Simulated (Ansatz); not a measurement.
# YF3: further runs on the relaxed cell

One table from this session's results is given with a row withheld; the runs are named, their logs left out.

Computed with Ansatz 0.2.0 (DFT PBEsol, scalar-relativistic, plane waves, PAW, unless a step's input says otherwise).

1 further run of the same task is left out (set aside as unsound or not needed). Runs told in other sessions of the task aren't counted.

### The system as given

The structure is orthorhombic, space group Pnma (No. 62). The conventional cell has a = 6.329 Å, b = 6.840 Å, c = 4.372 Å, α = 90.00°, β = 90.00°, γ = 90.00°. Y (site symmetry m) has 9 F at 2.28 to 2.51 Å in its first shell of neighbours. Around F (site symmetry m) lie 3 Y at 2.28 to 2.51 Å. F (site symmetry 1) has 3 Y at 2.28 to 2.30 Å in its first shell of neighbours.

Structure file:

```xyz
16
Lattice="6.3286 0.0000 0.0000 0.0000 6.8399 0.0000 0.0000 0.0000 4.3717" Properties=species:S:1:pos:R:3 pbc="T T T"
Y     2.3355    1.7100    0.2674
Y     0.8287    5.1299    2.4532
Y     5.4998    1.7100    1.9185
Y     3.9930    5.1299    4.1043
F     3.3110    1.7100    2.5780
F     6.1819    5.1299    0.3921
F     0.1467    1.7100    3.9795
F     3.0176    5.1299    1.7937
F     1.0444    0.4318    1.6513
F     2.1198    6.4081    3.8372
F     4.2087    2.9881    0.5345
F     5.2841    3.8518    2.7203
F     5.2841    6.4081    2.7203
F     4.2087    0.4318    0.5345
F     2.1198    3.8518    3.8372
F     1.0444    2.9881    1.6513
```

This cell was relaxed beforehand with the same method: volume 11.83 Å³/atom, gap on the mesh 7.89 eV.

The first run:

input.yaml reads:

```yaml
crystal:
  lattice:
    - [6.2646472855, 0.0, 0.0]
    - [0.0, 6.7708023599, 0.0]
    - [0.0, 0.0, 4.3275220211]
  atoms:
    - { symbol: "Y", position: [0.3690470387, 0.25, 0.061155938] }
    - { symbol: "Y", position: [0.1309529613, 0.75, 0.561155938] }
    - { symbol: "Y", position: [0.8690470387, 0.25, 0.438844062] }
    - { symbol: "Y", position: [0.6309529613, 0.75, 0.938844062] }
    - { symbol: F, position: [0.5231762867, 0.25, 0.5896996412] }
    - { symbol: F, position: [0.9768237133, 0.75, 0.0896996412] }
    - { symbol: F, position: [0.0231762867, 0.25, 0.9103003588] }
    - { symbol: F, position: [0.4768237133, 0.75, 0.4103003588] }
    - { symbol: F, position: [0.1650366751, 0.0631326276, 0.3777350697] }
    - { symbol: F, position: [0.3349633249, 0.9368673724, 0.8777350697] }
    - { symbol: F, position: [0.6650366751, 0.4368673724, 0.1222649303] }
    - { symbol: F, position: [0.8349633249, 0.5631326276, 0.6222649303] }
    - { symbol: F, position: [0.8349633249, 0.9368673724, 0.6222649303] }
    - { symbol: F, position: [0.6650366751, 0.0631326276, 0.1222649303] }
    - { symbol: F, position: [0.3349633249, 0.5631326276, 0.8777350697] }
    - { symbol: F, position: [0.1650366751, 0.4368673724, 0.3777350697] }
basis:
  ecutwfc: 420
kpoints:
  mp_grid: { grid: [4, 4, 6] }
hamiltonian:
  xc: pbesol
scf:
  occupations: { method: gaussian, width: 0.02 }
output:
  forces: true
  stress: true
  eigenvalues: true
relax:
  adjacent_minimum: "off"
  f_tol: 0.01
  max_steps: 30
  cell: { stress_tol: 0.1, fix: [volume] }
```

Run with:

```console
$ ansatz run input.yaml --threads 4 --pin off --max-ram 10240MiB --backend cpu --events-out ev --progress --plain --runs-dir out
```

Steps of the session up to this table: Volume × 0.97; Point at V/V0 = 1.03; Volume × 0.94; The cell scaled to 1.06 of its volume; Volume × 0.91; The cell scaled to 1.10 of its volume; Point at V/V0 = 0.88.

One of the session's tables, all rows but one given; the rest of the session is left out.

It belongs to the step «Fit of the equation of state». 

| volume (Å³/atom) | energy above the lowest point (meV/atom) | pressure (GPa) | gap on the mesh (eV) |
| --- | --- | --- | --- |
| 10.408 | 81.7 | 21.09 | 8.54 |
| 10.763 | 42.7 | 14.32 | 8.38 |
| 11.118 | 17.5 | 8.59 | 8.23 |
| 11.472 | 4.0 | 3.79 | 8.06 |
| 11.827 | 0.0 | -0.01 | 7.89 |
| 12.182 | ? | ? | ? |
| 12.537 | 6.5 | -2.29 | 7.60 |
| 13.010 | 15.0 | -3.78 | 7.49 |

Estimate the missing values for volume (Å³/atom) = 12.182.

Worked estimate for «energy above the lowest point (meV/atom)». A straight line through the neighbours (11.827, 0.0) and (12.537, 6.5) gives 0.0 + (6.5 − 0.0) × (12.182 − 11.827) / (12.537 − 11.827) = 3.2; a parabola fitted to 4 rows on both sides gives 1.8.

**Answer.** energy above the lowest point (meV/atom): 2.5; pressure (GPa): -1.92; gap on the mesh (eV): 7.69. In «energy above the lowest point (meV/atom)» the line misses by +0.7 and the parabola by -0.7.
